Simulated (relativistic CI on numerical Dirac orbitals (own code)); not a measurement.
# Al IX (Al⁸⁺): levels and lines

Aim: the low levels of Al⁸⁺, their labels and the strongest lines; further runs change one setting each.

Program: relativistic CI on numerical Dirac orbitals (own code) version 2. Level of theory: Dirac-Coulomb-Breit CI, KLI orbitals optimised for each configuration, model QED (radiative potential, 1s self-energy scaled to tabulated hydrogen-like ionisation energies). These are calculated values, not measurements, unless marked.

## 1. What is computed

```
ion                       : Al⁸⁺ (Al IX)
nuclear charge            : 13
electrons                 : 5
isotope                   : A = 27
first configuration typed : [He] 2s2 2p
```

The outer shells:

first configuration typed
```
[He] core
2s [↑↓]
2p [↑ ][  ][  ]
```

## 2. Base run

The run's settings:

```ini
atom Al  Z=13  charge=8  electrons=5
nucleus A=27  rms_radius_fm=3.0610
hamiltonian dirac-coulomb  breit=on  qed=on  c_scale=1
orbitals kli  potential=per-configuration
slater_scale 1
correlation none
mixing on
configurations
  [He] 2s2 2p
  [He] 2s 2p2
  [He] 2p3
  [He] 2p2 3s
  [He] 2s2 3s
  [He] 2p2 3p
  [He] 2s2 3p
  [He] 2p2 3d
  [He] 2s2 3d
  [He] 2s 2p 3s
  [He] 2s 2p 3p
  [He] 2s 2p 3d
  [He] 2s2 4s
  [He] 2s2 4p
  [He] 2s2 4d
  [He] 2s2 4f
end
```

## 3. Without the Breit term

Changes to the settings of step 2:

```diff
@@ -2,3 +2,3 @@
 nucleus A=27  rms_radius_fm=3.0610
-hamiltonian dirac-coulomb  breit=on  qed=on  c_scale=1
+hamiltonian dirac-coulomb  breit=off  qed=on  c_scale=1
 orbitals kli  potential=per-configuration
```

## 4. The first 3 configurations alone

The run's settings:

```ini
atom Al  Z=13  charge=8  electrons=5
nucleus A=27  rms_radius_fm=3.0610
hamiltonian dirac-coulomb  breit=on  qed=on  c_scale=1
orbitals kli  potential=per-configuration
slater_scale 1
correlation none
mixing on
configurations
  [He] 2s2 2p
  [He] 2s 2p2
  [He] 2p3
end
```

(Steps that only read results are left out.)

Q: Predict the outcome of this session. Wanted: lowest level; first excitation; lowest level of the other parity; fastest E1 line; ionisation energy.

The runs gave:

| run | time | mean size of shift, levels followed (cm⁻¹) | lowest level | ionisation energy (eV) |
| --- | --- | --- | --- | --- |
| main run | 0.37 s | 0 | 2p 2P°1/2 | 330.49 |
| without the Breit term | 0.28 s | 188 | 2p 2P°1/2 | 330.58 |
| the first 3 configurations alone | 0.06 s | 1878 | 2p 2P°1/2 | - |

The semi-empirical ionisation energy (NIST) is 330.21 eV.

| quantity | value |
| --- | --- |
| lowest level | 2p 2P°1/2 |
| first excitation | 2p 2P°3/2, 4848.1 cm⁻¹ |
| lowest level of the other parity | 2s 2p2 4P1/2, 141426 cm⁻¹ |
| levels in the model | 132 |
| fastest E1 line (by rate) to the lowest level | 6.103 nm, from 3d 2D3/2 |
| ionisation energy | 330.49 eV |
| ionisation energy, semi-empirical (NIST) | 330.21 eV |

**Reading.** The lowest level is 2p 2P°1/2, 97 % pure in LS and 97 % in jj coupling; over the low levels the means are 99 and 71 %, so LS coupling describes them better. The ionisation energy from the two ground configurations alone is 0.085 % above the semi-empirical value. Of the changes tried, the run «the first 3 configurations alone» moves the low levels most, by 1878 cm⁻¹ on average. Lifetimes count radiative decay inside the model alone.
